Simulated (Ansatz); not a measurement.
# CH4FN3Si: basis-set convergence

One table from this session's results is given with a row withheld; the runs are named, their logs left out.

Method: one geometry, several basis sets; program: Ansatz 0.2.0, Gaussian basis.

Levels to be run: PBE0-D4/def2-SVP; ωB97M-V/def2-SVP; PBE0-D4/def2-QZVPP; ωB97M-V/def2-QZVPP; the functionals' def2-TZVPP values are taken from earlier runs.

**Structure used throughout**

An earlier PBE0-D4 in a triple-zeta def2 set relaxation fixed the geometry.

SMILES `N=C1N[Si]1(N)F`, 10 atoms, charge 0, spin multiplicity 1.

Atoms are counted from 1 here; the program's logs count them from 0.

Bond lengths: N1–C2 1.258 Å, N1–H7 1.015 Å, C2–N3 1.407 Å, C2–Si4 1.825 Å, N3–Si4 1.684 Å, N3–H8 1.011 Å, Si4–N5 1.679 Å, Si4–F6 1.587 Å, N5–H9 1.005 Å, N5–H10 1.005 Å. Angles: C2–N1–H7 110.9°, N1–C2–N3 129.6°, N1–C2–Si4 169.2°, N3–C2–Si4 61.2°, C2–N3–Si4 71.7°, C2–N3–H8 127.5°, Si4–N3–H8 160.7°, C2–Si4–N3 47.1°, C2–Si4–N5 130.8°, C2–Si4–F6 121.9°, N3–Si4–N5 121.7°, N3–Si4–F6 120.4°, N5–Si4–F6 104.5°, Si4–N5–H9 122.4°, Si4–N5–H10 122.7°, H9–N5–H10 113.7°.

As a file:

```mol
CH4FN3Si
  3D, bonds by distance, orders not assigned

 10 10  0  0  0  0  0  0  0  0999 V2000
    0.7049   -1.9978   -1.3326 N   0  0
    0.2036   -1.0929   -0.6167 C   0  0
   -0.0376   -1.0762    0.7698 N   0  0
   -0.5407    0.3972    0.1292 Si  0  0
    0.1531    1.8497    0.6053 N   0  0
   -2.0872    0.7237   -0.0158 F   0  0
    0.7522   -1.7074   -2.3043 H   0  0
    0.1334   -1.8197    1.4336 H   0  0
   -0.3337    2.7268    0.5377 H   0  0
    1.1351    1.9455    0.7964 H   0  0
  1  2  8  0
  2  3  8  0
  3  4  8  0
  4  5  8  0
  4  6  8  0
  1  7  8  0
  3  8  8  0
  5  9  8  0
  5 10  8  0
  2  4  8  0
M  END
```

The first run:

File in.yaml:

```yaml
crystal:
  periodic: [false, false, false]
  atoms:
    - {symbol: N, position_ang: [0.704915, -1.997827, -1.332562]}
    - {symbol: C, position_ang: [0.203602, -1.092927, -0.616690]}
    - {symbol: N, position_ang: [-0.037608, -1.076197, 0.769812]}
    - {symbol: Si, position_ang: [-0.540711, 0.397203, 0.129248]}
    - {symbol: N, position_ang: [0.153086, 1.849684, 0.605285]}
    - {symbol: F, position_ang: [-2.087199, 0.723737, -0.015787]}
    - {symbol: H, position_ang: [0.752198, -1.707385, -2.304288]}
    - {symbol: H, position_ang: [0.133403, -1.819748, 1.433588]}
    - {symbol: H, position_ang: [-0.333658, 2.726820, 0.537746]}
    - {symbol: H, position_ang: [1.135070, 1.945540, 0.796449]}
basis:
  gaussian: {orbitals: def2-SVP}
hamiltonian: {xc: pbe0, dispersion: d4}
output: {orbitals: {seedname: orbitals}}
```

Among the steps run: PBE0-D4 in def2-SVP; ωB97M-V in def2-SVP; PBE0-D4 in def2-QZVPP; ωB97M-V in def2-QZVPP.

One of the session's tables, all rows but one given; the rest of the session is left out.

It belongs to the step «Density functionals: the series». 

```
functional       basis  HOMO (eV)  LUMO (eV)
   PBE0-D4    def2-SVP      -6.50       0.78
   PBE0-D4  def2-TZVPP      -6.78       0.27
   PBE0-D4  def2-QZVPP          ?          ?
   ωB97M-V    def2-SVP      -8.72       2.53
   ωB97M-V  def2-TZVPP      -9.02       1.81
   ωB97M-V  def2-QZVPP      -9.09       1.28
```

Estimate the missing values for PBE0-D4, def2-QZVPP.

As computed: HOMO (eV): -6.84; LUMO (eV): -0.05. In the column «HOMO (eV)» it lies between ωB97M-V, def2-SVP (-8.72) and PBE0-D4, def2-TZVPP (-6.78).
